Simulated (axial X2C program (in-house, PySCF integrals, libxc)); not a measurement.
**All-electron X2C curves of PbCl**

What are the state, bond length, wavenumber and bond energy of PbCl, and what does spin–orbit coupling change?

Program: an in-house X2C program for linear molecules on PySCF integrals. Level of theory: all-electron X2C, Pb dyall-cv3z, Cl dyall-av3z. These are calculated values, not measurements.

### Step 1. The job

Input file task.json:

```json
{"zs": [82, 17], "q": 0, "bas": ["dyall-cv3z", "dyall-av3z"], "levels": ["PBE0", "HF", "TPSSh"], "cc": true, "r0": 2.43, "thr": -1.0, "nmax": 90, "npts": 10, "nst": 2, "ntry": 6}
```

Keys: zs atomic numbers; q charge; bas basis sets; levels methods (HF also brings MP2); cc coupled cluster on or off; r0 starting distance in Å; thr threshold in hartree for freezing inner shells (an s shell follows its p shell); nmax most natural virtual spinors; npts points asked for on the curve; nst determinants followed; ntry starts of the search.

The run is started by

```bash
$ python so2c.py task.json out
```

Spin-free means the one-electron spin-free X2C Hamiltonian; two-component (2c) means X2C with spin–orbit coupling and atomic mean-field two-electron Coulomb and Gaunt terms. Basis: Pb dyall-cv3z contracted to [12s14p10d7f1g], Cl dyall-av3z contracted to [9s8p3d2f]; Gaussian nuclei, density fitting. Masses: Pb 207.977 u, Cl 34.969 u.

Notation: σ, π±, δ± give the projection m of an orbital's angular momentum (0, ±1, ±2), α and β its spin, Λ and M_S the sums; ω is the projection of a spinor's total angular momentum and Ω the sum. Logs are in hartree.

Further steps of the session: PBE0, spin-free; HF, spin-free; TPSSh, spin-free; Correlated methods, spin-free; A higher determinant, spin-free; PBE0, 2c; HF, 2c; TPSSh, 2c; Correlated methods, 2c; A higher determinant, 2c.

**Question.** What will these runs give? Wanted: for each run, Hamiltonian; Re; ωe; De; μ.

**Answer**, as computed:

Lowest determinant found, spin-free: M_S = 1/2, Λ = 1 (beyond closed shells: π+α).

Lowest determinant found, 2c: Ω = 1/2 (unpaired: ω = 1/2).

| Hamiltonian | level | Re (Å) | ωe (cm⁻¹) | De (eV) | μ (D) |
| --- | --- | --- | --- | --- | --- |
| spin-free | PBE0 | 2.464 | 313 | 3.76 | -3.58 |
| spin-free | HF | 2.491 | 304 | 2.38 | -4.21 |
| spin-free | MP2 | 2.485 | 310 | 3.76 | n/a |
| spin-free | CCSD | 2.488 | 308 | 3.50 | n/a |
| spin-free | CCSD(T) | 2.491 | 307 | 3.61 | n/a |
| spin-free | TPSSh | 2.476 | 308 | 3.78 | -3.56 |
| 2c | PBE0 | 2.485 | 297.6 | 3.12 | -3.90 |
| 2c | HF | 2.514 | 286.5 | 2.15 | -4.61 |
| 2c | MP2 | 2.504 | 296.8 | 3.14 | n/a |
| 2c | CCSD | 2.508 | 293.8 | 2.75 | n/a |
| 2c | CCSD(T) | 2.511 | 293.3 | 2.85 | n/a |
| 2c | TPSSh | 2.497 | 293.3 | 3.23 | -3.88 |

Dipoles are positive if Cl is the positive end.

What this shows: At CCSD(T), going from spin-free to two-component changes Re by +20 mÅ, ωe by -4.4 % and De by -0.76 eV; at least one of these shifts is too large to ignore. The bond energy falls because the coupling lowers the separated atoms more than the molecule.

De refers to Pb + Cl. The state is a single determinant with fixed occupations, the lowest that a limited PBE0 search found. Dissociation energies refer to the lowest single-determinant-based atoms at the same level and basis. Density functionals use the spin component along the axis (collinear). Coupled cluster ran in a truncated set of natural virtual spinors; the MP2 energy of the rest was added. The meta-GGAs lack a current-density term, which matters for open shells with orbital currents, atoms included. With the outer-core shells frozen, correlated bond lengths of heavy atoms tend to come out a few hundredths of an ångström too long.
